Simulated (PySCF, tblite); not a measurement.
**C₄H₁₄GeN₂: geometry, infrared bands and NMR shifts**

Wanted: the infrared bands and NMR shifts of C₄H₁₄GeN₂ (`CCC[N]([GeH3])NC`), by calculation.

Programs: tblite 0.8.0 and PySCF 2.14.0, with density-fitted response routines of our own. Each step states its level of theory. These are calculated values for one molecule in the gas phase, unless marked as measured. Atoms are numbered from 0 throughout.

## (1) The molecule as given

21 atoms, charge 0, multiplicity 1; geometry from: force field or distance geometry start.

Bonds of the start (Å): C0–C1 1.54, C1–C2 1.53, C2–N3 1.48, N3–Ge4 1.89, N3–N5 1.42, N5–C6 1.46, C0–H7 1.11, C0–H8 1.11, C0–H9 1.10, C1–H10 1.11, C1–H11 1.10, C2–H12 1.12, C2–H13 1.11, Ge4–H14 1.54, Ge4–H15 1.55, Ge4–H16 1.55, N5–H17 1.05, C6–H18 1.10, C6–H19 1.12, C6–H20 1.11.

## (2) Geometry optimisation with GFN2-xTB

The job: settings as JSON, then the geometry in Å.

```
{"job": {"kind": "relax", "xc": "GFN2-xTB", "basis": "xTB"}, "charge": 0, "multiplicity": 1}
C      3.059200    -0.442500     0.089300
C      1.721800     0.264600    -0.213000
C      0.559700    -0.725400    -0.126000
N     -0.706200    -0.039800    -0.488800
Ge    -2.051700    -1.349800    -0.723700
N     -1.059100     0.827800     0.573700
C     -1.701500     2.010300     0.004700
H      3.041700    -0.876800     1.113500
H      3.242300    -1.245100    -0.654100
H      3.876100     0.295100     0.038700
H      1.581900     1.076600     0.533600
H      1.767200     0.705700    -1.217700
H      0.480100    -1.161800     0.901800
H      0.750900    -1.546100    -0.855000
H     -2.201100    -2.188700     0.559300
H     -3.402600    -0.654300    -1.037500
H     -1.659900    -2.268700    -1.909800
H     -1.704300     0.364500     1.259300
H     -1.021100     2.508600    -0.708000
H     -1.931000     2.728100     0.827200
H     -2.651200     1.734600    -0.499800
```

Command:

```bash
$ OMP_NUM_THREADS=1 python probes_run.py task.json out
```

This one command runs all jobs of the session in turn.

The log of the run:

```text
step      E/eV     max force
  0    -637.46150    1.592
  1    -637.57854    0.908
  2    -637.65228    0.456
  3    -637.66697    0.289
  4    -637.67988    0.246
  5    -637.68576    0.226
  6    -637.69287    0.232
  7    -637.69845    0.266
  8    -637.70476    0.236
  9    -637.70988    0.188
 10    -637.71432    0.155
 11    -637.71810    0.151
 12    -637.72205    0.150
 13    -637.72672    0.163
 14    -637.73191    0.191
 15    -637.73688    0.197
 16    -637.74135    0.152
 17    -637.74505    0.119
 18    -637.74787    0.116
 19    -637.75026    0.105
 20    -637.75247    0.126
 21    -637.75458    0.117
 22    -637.75649    0.081
 23    -637.75800    0.110
 24    -637.75919    0.098
 25    -637.76035    0.093
 26    -637.76172    0.110
 27    -637.76332    0.101
 28    -637.76487    0.086
 29    -637.76615    0.083
 30    -637.76724    0.081
 31    -637.76836    0.072
 32    -637.76954    0.066
 33    -637.77061    0.065
 34    -637.77149    0.080
 35    -637.77240    0.095
 36    -637.77357    0.096
 37    -637.77496    0.104
 38    -637.77621    0.073
 39    -637.77713    0.061
 40    -637.77791    0.079
 41    -637.77883    0.112
 42    -637.77993    0.109
 43    -637.78101    0.069
 44    -637.78193    0.072
 45    -637.78272    0.074
 46    -637.78351    0.072
 47    -637.78433    0.059
 48    -637.78512    0.063
 49    -637.78584    0.063
 50    -637.78649    0.059
 51    -637.78707    0.058
 52    -637.78752    0.043
 53    -637.78787    0.037
 54    -637.78817    0.038
 55    -637.78845    0.038
 56    -637.78874    0.041
 57    -637.78903    0.040
 58    -637.78933    0.039
 59    -637.78964    0.044
 60    -637.78994    0.038
 61    -637.79024    0.039
 62    -637.79056    0.036
 63    -637.79089    0.038
 64    -637.79120    0.042
 65    -637.79147    0.047
 66    -637.79175    0.040
 67    -637.79205    0.036
 68    -637.79234    0.034
 69    -637.79260    0.040
 70    -637.79284    0.041
 71    -637.79309    0.034
 72    -637.79335    0.035
 73    -637.79355    0.031
 74    -637.79369    0.025
 75    -637.79379    0.024
 76    -637.79391    0.023
 77    -637.79404    0.021
 78    -637.79417    0.021
 79    -637.79430    0.027
 80    -637.79444    0.023
 81    -637.79459    0.022
 82    -637.79471    0.026
 83    -637.79480    0.022
 84    -637.79488    0.020
 85    -637.79497    0.019
 86    -637.79507    0.027
 87    -637.79517    0.029
 88    -637.79528    0.019
 89    -637.79539    0.020
 90    -637.79549    0.022
 91    -637.79558    0.023
 92    -637.79567    0.022
 93    -637.79577    0.021
 94    -637.79586    0.022
 95    -637.79595    0.020
 96    -637.79603    0.021
 97    -637.79609    0.016
 98    -637.79616    0.017
 99    -637.79622    0.015
100    -637.79630    0.021
101    -637.79637    0.020
102    -637.79643    0.015
103    -637.79648    0.017
104    -637.79654    0.017
105    -637.79660    0.023
106    -637.79668    0.023
107    -637.79675    0.017
108    -637.79681    0.017
109    -637.79686    0.013
110    -637.79691    0.016
111    -637.79695    0.014
112    -637.79698    0.010
```

Relaxation path: (not every step is listed)

```tsv
step	energy from step 0 (eV)	largest force (eV/Å)
0	0.0000	1.5917
1	-0.1170	0.9079
2	-0.1908	0.4562
3	-0.2055	0.2886
4	-0.2184	0.2464
5	-0.2243	0.2259
6	-0.2314	0.2319
7	-0.2369	0.2659
8	-0.2433	0.2356
17	-0.2835	0.1186
26	-0.3002	0.1103
35	-0.3109	0.0951
44	-0.3204	0.0717
53	-0.3264	0.0372
62	-0.3291	0.0357
71	-0.3316	0.0340
80	-0.3329	0.0228
89	-0.3339	0.0203
98	-0.3347	0.0167
107	-0.3352	0.0171
108	-0.3353	0.0175
109	-0.3354	0.0134
110	-0.3354	0.0157
111	-0.3355	0.0145
112	-0.3355	0.0099
```

Distances of close pairs at the start and the end, largest changes first:

```tsv
bond	before (Å)	after (Å)	change (Å)
N3–Ge4	1.893	1.824	-0.069
Ge4–H16	1.551	1.494	-0.057
Ge4–H15	1.551	1.498	-0.054
C2–N3	1.485	1.452	-0.033
N5–H17	1.049	1.020	-0.030
C6–H19	1.116	1.089	-0.027
Ge4–H14	1.540	1.515	-0.025
C0–H7	1.113	1.088	-0.025
```

The next job starts from the end point, and lists it.

## (3) Vibrational analysis with GFN2-xTB

The job: settings as JSON, then the geometry in Å.

```
{"job": {"kind": "ir", "xc": "GFN2-xTB", "basis": "xTB"}, "charge": 0, "multiplicity": 1}
C      3.010103    -0.301887    -0.031290
C      1.603490     0.239800    -0.245411
C      0.541274    -0.798002     0.111313
N     -0.798232    -0.294165    -0.134126
Ge    -2.078868    -1.401015    -0.813335
N     -1.117366     0.766903     0.760307
C     -1.518145     1.965096     0.050541
H      3.154820    -0.583539     1.009674
H      3.180787    -1.180214    -0.650870
H      3.751265     0.450497    -0.290396
H      1.446058     1.121182     0.377289
H      1.470795     0.531442    -1.289112
H      0.662830    -1.090006     1.163063
H      0.673559    -1.689930    -0.509532
H     -2.582341    -2.477037     0.126601
H     -3.251949    -0.537360    -1.162385
H     -1.479895    -2.037221    -2.024708
H     -1.856826     0.486803     1.404022
H     -0.680889     2.294022    -0.562609
H     -1.751292     2.736115     0.782972
H     -2.388099     1.815458    -0.604237
```

The log of the run:

```text
mode    cm-1     km/mol
  1      57.4      0.49
  2      76.4      1.43
  3      86.0      0.73
  4      95.7      0.55
  5     124.4      1.07
  6     158.6      0.49
  7     223.1      0.87
  8     234.2      0.96
  9     255.2      6.10
 10     299.0      3.68
 11     342.6      2.20
 12     432.9     12.41
 13     509.5     95.26
 14     572.1    102.84
 15     622.0     61.97
 16     762.8    335.16
 17     783.3     14.95
 18     808.1    188.32
 19     820.7     64.49
 20     851.8    137.90
 21     895.3      6.90
 22     929.7      3.26
 23     967.7     27.25
 24    1074.6     38.49
 25    1093.6      0.47
 26    1099.6      4.97
 27    1118.7      2.16
 28    1137.0      1.28
 29    1177.5      3.58
 30    1185.1     15.18
 31    1242.2      2.49
 32    1284.0      2.25
 33    1295.0      4.70
 34    1359.4      7.51
 35    1383.4      5.00
 36    1405.6      1.45
 37    1413.3      0.64
 38    1459.0      0.39
 39    1468.9      2.98
 40    1489.0      1.95
 41    1497.1      0.64
 42    1504.4      2.72
 43    1506.8      1.86
 44    1868.4    352.53
 45    1996.3    351.64
 46    2063.7    479.50
 47    2870.9     14.98
 48    2874.3    142.19
 49    2926.8     45.33
 50    2979.0     40.05
 51    2999.4     17.98
 52    3016.4     32.47
 53    3022.7     25.87
 54    3026.9     61.55
 55    3031.0     50.03
 56    3037.4     35.42
 57    3257.8     23.33
```

Which atoms move in the most intense modes:

```tsv
cm⁻¹	km/mol	atoms
572	102.8	H16 32 %, H15 28 %, H14 14 %
763	335.2	H15 39 %, H16 36 %, H14 11 %
808	188.3	H16 47 %, H15 24 %, H14 23 %
852	137.9	H14 47 %, H15 37 %, H16 13 %
1868	352.5	H14 93 %
1996	351.6	H15 62 %, H16 31 %
2064	479.5	H16 65 %, H15 33 %
2874	142.2	H12 53 %, H20 39 %
```

## (4) Nuclear shieldings: PBE0/pcSseg-1

The job, as its differences from that of step 3:

```diff
@@ -1,2 +1,2 @@
-{"job": {"kind": "ir", "xc": "GFN2-xTB", "basis": "xTB"}, "charge": 0, "multiplicity": 1}
+{"job": {"kind": "nmr", "xc": "PBE0", "basis": "pcSseg-1"}, "charge": 0, "multiplicity": 1}
 C      3.010103    -0.301887    -0.031290
```

Method: GIAO PBE0/pcSseg-1 NMR shielding, non-relativistic, gas phase.

The log of the run:

```text
coarse grid: 72984 points
cycle   1  E = -2346.3884812451  dE = -1.196e-01  |g| = 9.172e-01  |ddm| = 3.999e+00
cycle   2  E = -2346.3593052516  dE =  2.918e-02  |g| = 9.449e-01  |ddm| = 1.100e+00
cycle   3  E = -2346.4644482770  dE = -1.051e-01  |g| = 1.268e-01  |ddm| = 7.098e-01
cycle   4  E = -2346.4669005876  dE = -2.452e-03  |g| = 6.260e-02  |ddm| = 1.567e-01
cycle   5  E = -2346.4677093117  dE = -8.087e-04  |g| = 7.850e-03  |ddm| = 6.465e-02
cycle   6  E = -2346.4677212572  dE = -1.195e-05  |g| = 3.119e-03  |ddm| = 9.061e-03
cycle   7  E = -2346.4677231977  dE = -1.941e-06  |g| = 6.211e-04  |ddm| = 2.561e-03
final grid: 155064 points
cycle   8  E = -2346.4677971492  dE = -4.674e-08  |g| = 7.758e-04  |ddm| = 2.065e-03
cycle   9  E = -2346.4677970221  dE =  1.271e-07  |g| = 1.138e-03  |ddm| = 1.258e-03
cycle  10  E = -2346.4677972644  dE = -2.423e-07  |g| = 7.127e-05  |ddm| = 7.635e-04
cycle  11  E = -2346.4677972655  dE = -1.126e-09  |g| = 1.982e-05  |ddm| = 8.909e-05
cycle  12  E = -2346.4677972656  dE = -6.821e-11  |g| = 4.642e-06  |ddm| = 1.938e-05
converged SCF energy = -2346.4677972656

GIAO shielding tensors (ppm)
atom      isotropic    diamagn.    paramagn.     s11        s22        s33       span
  0 C      173.572     245.234     -71.663    164.336    167.920    188.460     24.124
  1 C      159.048     248.329     -89.281    137.631    166.477    173.037     35.406
  2 C      122.865     245.922    -123.057     96.105    109.659    162.832     66.727
  3 N      184.577     328.716    -144.139    134.077    152.336    267.318    133.241
  4 Ge    1498.974    2757.216   -1258.242   1358.175   1465.693   1673.054    314.879
  5 N      172.160     315.266    -143.106    123.451    140.542    252.487    129.036
  6 C      144.186     245.381    -101.195    120.828    128.716    183.014     62.187
  7 H       30.890      28.904       1.986     26.365     29.108     37.198     10.833
  8 H       30.962      28.821       2.142     26.358     29.340     37.188     10.830
  9 H       30.520      27.362       3.158     25.746     27.775     38.039     12.293
 10 H       29.562      32.739      -3.177     24.163     31.243     33.280      9.117
 11 H       30.473      32.808      -2.335     25.773     31.218     34.427      8.654
 12 H       28.725      32.593      -3.868     23.426     29.778     32.971      9.545
 13 H       29.252      33.657      -4.405     23.127     30.637     33.991     10.865
 14 H       27.233      29.563      -2.330     20.432     22.243     39.024     18.591
 15 H       27.239      30.345      -3.106     19.829     23.973     37.914     18.086
 16 H       27.482      30.122      -2.640     20.038     23.528     38.878     18.841
 17 H       29.361      33.833      -4.472     20.906     29.163     38.014     17.109
 18 H       29.237      31.098      -1.861     24.596     29.213     33.903      9.307
 19 H       29.261      29.048       0.212     24.974     26.167     36.641     11.667
 20 H       28.850      30.551      -1.701     23.744     28.406     34.401     10.657
```

It took 2.7 min on 1 thread, shared host.

The references, computed at this level on geometries of the same kind, shield at (ppm): ¹H TMS 31.72, ¹³C TMS 186.9, ¹⁵N NH3 267.7, ⁷³Ge GeMe4 1331. Their shielding less the atom's gives the shift. The references are single molecules in the gas phase, so shifts against H2O, NH3, PH3, H3PO4 or CFCl3 are not on the usual liquid scales and can be off by tens of ppm. Atoms listed in one row are averaged.

```tsv
atoms	environment	σ (ppm)	δ (ppm)
C2	sp3 CH2 bonded to N	122.9	64.1
C6	methyl carbon bonded to N	144.2	42.7
C1	sp3 CH2	159.0	27.9
C0	methyl carbon	173.6	13.4
H14, H15, H16	hydrogen on a germanium bonded to N	27.32	4.40
H12, H13	hydrogen on an sp3 CH2 bonded to N	28.99	2.73
H18, H19, H20	hydrogen on a methyl carbon bonded to N	29.12	2.60
H17	hydrogen on a nitrogen bonded to C, N	29.36	2.36
H10, H11	hydrogen on an sp3 CH2	30.02	1.70
H7, H8, H9	hydrogen on a methyl carbon	30.79	0.93
N5	nitrogen bonded to C, N, H	172.2	95.6
N3	nitrogen bonded to C, Ge, N	184.6	83.2
Ge4	germanium bonded to N, 3 H	1499	-168
```

The run also stored atomic charges by several schemes (e):

```tsv
atoms	Mulliken	IAO	Hirshfeld	ESP fit
C0	-0.27	-0.42	-0.12	-0.50
C1	-0.28	-0.25	-0.08	0.22
C2	0.08	-0.13	-0.04	-0.27
N3	-0.75	-0.40	-0.14	-0.10
Ge4	0.45	0.59	0.33	0.26
N5	-0.30	-0.31	-0.11	-0.58
C6	-0.09	-0.30	-0.08	-0.16
```

Mayer bond orders: C0–C1 1.06, C1–C2 1.03, C2–N3 0.92, N3–Ge4 0.83, N3–N5 0.97, N5–C6 0.97.

The fields below are evaluated on a grid from the run's orbitals.

Frontier orbitals at PBE0/pcSseg-1, with the share of their density that lies nearest to each atom:

```tsv
orbital	energy (eV)	lies on
HOMO	-6.25	N3 60 %; H12, H14 about 6 % each
LUMO	0.75	4 H atoms about 14 % each; Ge4 13 %; N3 7 %
```

ELF in a plane through or near 7 of the atoms.

Ten even steps from ' ' (0.00) to '@' (1.00):
```
                                                        
                                                        
                                    ..                  
                                ..##@@##..              
                                --%%@@%%::              
                  ..====    ..--++%%@@**..              
        ..--..    ##@@@@**  ..======::**==::            
      ::%%@@%%--  ##@@@@%%    ::**==++%%%%++            
      ==@@@@@@##++****%%++  ..::==++::--::              
      ..==##**..++##..++##::++##**::                    
        ..--======##**@@%%++##::++==....++##**::        
        ::##@@@@**..--**--==**++%%++::**@@@@@@##        
        --%%@@@@**  ++@@@@%%..==::==**::%%@@@@++        
          ++%%##..  %%@@@@@@  ....++##..==--::..        
                    **@@@@==  ..--::::==--..            
                              ..::::====::              
                                  ....::..              
                                                        
                                                        
                                                        
```
The map spans 12.6 Å across and 10.6 Å up, centred on the molecule. Atoms in the plane (x, y in Å): C0 (-3.0, 0.0), C1 (-1.6, 0.3), N3 (0.8, -0.4), Ge4 (2.0, -1.7), C6 (1.7, 1.8), H10 (-1.3, 1.3), H13 (-0.8, -1.7).

log10 of the density (e/Å³) in the same plane.

Values, 10 rows by 14 columns:
```
-4.0 -4.0 -4.0 -4.0 -4.0 -4.0 -4.0 -4.0 -4.0 -4.0 -4.0 -4.0 -4.0 -4.0
-4.0 -4.0 -4.0 -4.0 -4.0 -4.0 -4.0 -3.3 -2.6 -2.3 -3.1 -4.0 -4.0 -4.0
-4.0 -4.0 -4.0 -4.0 -3.6 -3.0 -3.0 -2.0 -1.1 -0.6 -1.7 -3.1 -4.0 -4.0
-4.0 -3.6 -2.3 -1.9 -1.9 -0.8 -1.2 -1.1  0.1  0.3 -1.0 -2.3 -3.8 -4.0
-4.0 -2.8 -1.0 -0.1 -0.3  0.3 -0.4 -0.8 -0.1 -0.5 -1.3 -2.4 -3.6 -4.0
-4.0 -2.8 -1.2  0.1  0.2  0.1  0.1  0.4  0.4 -0.9 -1.2 -1.7 -2.8 -4.0
-4.0 -3.4 -1.8 -0.7 -0.9 -0.7  0.2 -0.6 -0.1  1.3 -0.4 -1.2 -2.5 -4.0
-4.0 -4.0 -3.2 -2.6 -2.6 -1.7 -1.2 -1.6 -0.7 -0.2 -1.0 -2.0 -3.1 -4.0
-4.0 -4.0 -4.0 -4.0 -4.0 -3.4 -3.0 -2.4 -1.8 -1.5 -2.0 -2.8 -3.9 -4.0
-4.0 -4.0 -4.0 -4.0 -4.0 -4.0 -4.0 -3.7 -3.2 -3.1 -3.4 -4.0 -4.0 -4.0
```
The map spans 12.6 Å across and 10.6 Å up, centred on the molecule. Atoms in the plane (x, y in Å): C0 (-3.0, 0.0), C1 (-1.6, 0.3), N3 (0.8, -0.4), Ge4 (2.0, -1.7), C6 (1.7, 1.8), H10 (-1.3, 1.3), H13 (-0.8, -1.7).

On the surface of density 0.002 e/bohr³ the electrostatic potential runs, from the 1st to the 99th percentile, from -1.27 V near N5 to 1.31 V near H17.

## (5) Outcome

| quantity | value |
| --- | --- |
| strongest single infrared mode (GFN2-xTB) | 2064 cm⁻¹, 480 km/mol |
| zero-point energy (GFN2-xTB) | 108.8 kcal/mol |
| ¹³C shifts against TMS (PBE0/pcSseg-1) | 64.1, 42.7, 27.9, 13.4 ppm |
| ¹H shifts against TMS (PBE0/pcSseg-1, means over atoms taken as alike) | 4.40, 2.73, 2.60, 2.36, 1.70, 0.93 ppm |
| ¹⁵N shifts against NH3 (PBE0/pcSseg-1) | 95.6, 83.2 ppm |
| ⁷³Ge shifts against GeMe4 (PBE0/pcSseg-1) | -168 ppm |
| surface potential, 1st and 99th percentile | -1.27 V and 1.31 V |

**Reading.** Over 112 steps the energy fell by 0.335 eV; of the close pairs, N3–Ge4 changed most, 1.893 to 1.824 Å. No mode is imaginary among the 57: a minimum at this level. The strongest single mode, at 2064 cm⁻¹, moves mainly H16 and H15. GFN2-xTB is a fitted tight-binding method: band positions and strengths are rough. Its intensities can rank the bands wrongly. C2 (sp3 CH2 bonded to N) lies farthest downfield among carbon, at 64.1 ppm; deshielded by the electronegative neighbour. At PBE0/pcSseg-1: The largest span, 315 ppm, is at Ge4, where the paramagnetic term is -1258 ppm. Spin-orbit coupling is left out, which matters for shieldings and couplings at and beside the heavy atoms.
